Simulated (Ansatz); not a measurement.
# AlIr: the cost of one run

Program: Ansatz 0.2.0. Level of theory: DFT LDA, with the methods named in each step. These are calculated values, not measurements.

## 1. The system as given

It takes space group Pm-3m (No. 221, cubic). The conventional cell has a = 2.995 Å, b = 2.995 Å, c = 2.995 Å, α = 90.00°, β = 90.00°, γ = 90.00°. Al (site symmetry m-3m) is surrounded by 8 Ir at 2.59 Å. Ir (site symmetry m-3m) has 8 Al at 2.59 Å as nearest neighbours.

Coordinates:

```cif
data_structure
_symmetry_space_group_name_H-M 'Pm-3m'
_symmetry_Int_Tables_number 221
_cell_length_a 2.9946
_cell_length_b 2.9946
_cell_length_c 2.9946
_cell_angle_alpha 90.000
_cell_angle_beta 90.000
_cell_angle_gamma 90.000
_cell_volume 26.85
loop_
_atom_site_label
_atom_site_type_symbol
_atom_site_symmetry_multiplicity
_atom_site_Wyckoff_symbol
_atom_site_fract_x
_atom_site_fract_y
_atom_site_fract_z
_atom_site_occupancy
Al1 Al 1 a 0.00000 0.00000 0.00000 1
Ir1 Ir 1 b 0.50000 0.50000 0.50000 1
```

The file gives the conventional cell by its symmetry; the runs use the cell typed in the input.

Atoms are numbered in the order of the input: Al1, Ir2.

## 2. Free moments, LAPW

The input, input.yaml:

```yaml
crystal:
  lattice:
    - [2.99455485, 0.0, 0.0]
    - [0.0, 2.99455485, 0.0]
    - [0.0, 0.0, 2.99455485]
  atoms:
    - { symbol: Al, position: [0.0, 0.0, 0.0] }
    - { symbol: Ir, position: [0.5, 0.5, 0.5], spin: 0.8 }
magnetization:
  spin_polarized: true
kpoints:
  mp_grid: { grid: [11, 11, 11] }
scf:
  occupations: { method: fermi_dirac, width: 0.03 }
  lower_state_search: "off"
hamiltonian:
  xc: lda
  pseudopotentials: { kind: all_electron, lapw: { basis_error: 0.0005 } }
output:
  forces: true
  stress: true
  eigenvalues: false
  populations: true
  dos: { projected: true, de: 0.1, e_range: [-8, 5] }
```

Launch:

```console
$ ansatz run input.yaml --threads 1 --pin off --max-ram 3072MiB --backend cpu --events-out ev --progress --plain --runs-dir out
```

**Question.** How long does this run take on 1 thread of Intel Xeon Platinum 8375C at 2.90GHz (Ice Lake), shared host, and how much memory does it need?

About 49 s, with a peak of 0.56 GiB.
